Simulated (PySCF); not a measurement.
# C8H20O2Si: the cost of one run

The runs use PySCF 2.14.0, with density-fitted response routines of our own; the level of theory stands in each step. All values are computed, except where a source is named. Atoms are numbered from 0 throughout.

**1. Starting geometry**

31 atoms, charge 0, multiplicity 1; geometry from: GFN2-xTB.

Bonds of the start (Å): C0–C1 1.53, C1–C2 1.53, C1–C3 1.53, C1–Si4 1.92, Si4–O5 1.64, Si4–O6 1.64, Si4–C7 1.92, C7–C8 1.53, C7–C9 1.53, C7–C10 1.53, C0–H11 1.09, C0–H12 1.09, C0–H13 1.09, C2–H14 1.09, C2–H15 1.09, C2–H16 1.09, C3–H17 1.09, C3–H18 1.09, C3–H19 1.09, O5–H20 0.95, O6–H21 0.95, C8–H22 1.09, C8–H23 1.09, C8–H24 1.09, C9–H25 1.09, C9–H26 1.09, C9–H27 1.09, C10–H28 1.09, C10–H29 1.09, C10–H30 1.09.

**2. Geometry optimisation at PBE0-D3(BJ)/def2-SVP**

What the job is given:

```
{"job": {"xc": "PBE0", "basis": "def2-SVP", "d3": "d3bj", "grid": 1, "kind": "geom"}, "charge": 0, "multiplicity": 1}
C      2.736990     0.853510    -0.206840
C      1.561130     0.325230     0.620690
C      2.005470    -0.962890     1.318450
C      1.224270     1.369400     1.685610
Si     0.083600    -0.009410    -0.559140
O      0.083970     1.318670    -1.522570
O      0.356390    -1.367390    -1.437840
C     -1.675730    -0.312550     0.149710
C     -1.668310    -1.320280     1.299610
C     -2.297690     0.995220     0.646130
C     -2.562420    -0.872820    -0.966710
H      3.048500     0.125770    -0.953560
H      3.589680     1.063540     0.438280
H      2.456660     1.768360    -0.720090
H      2.270220    -1.728160     0.592190
H      2.878160    -0.771170     1.942530
H      1.215740    -1.358770     1.950740
H      0.884930     2.290980     1.220300
H      2.104620     1.593010     2.288000
H      0.444530     1.008730     2.351900
H     -0.592640     1.430580    -2.185700
H      1.196130    -1.497340    -1.871440
H     -2.686920    -1.528590     1.626630
H     -1.114470    -0.934610     2.151990
H     -1.212680    -2.254720     0.983090
H     -2.336000     1.735440    -0.149980
H     -3.315130     0.819520     0.995120
H     -1.724230     1.415020     1.467780
H     -2.639690    -0.171000    -1.794780
H     -3.566930    -1.066060    -0.591210
H     -2.149260    -1.802370    -1.346450
```

Q: Estimate the wall time of this first job on 8 threads of AMD EPYC 7R43 (Zen 3), shared host.

About 7.4 min.
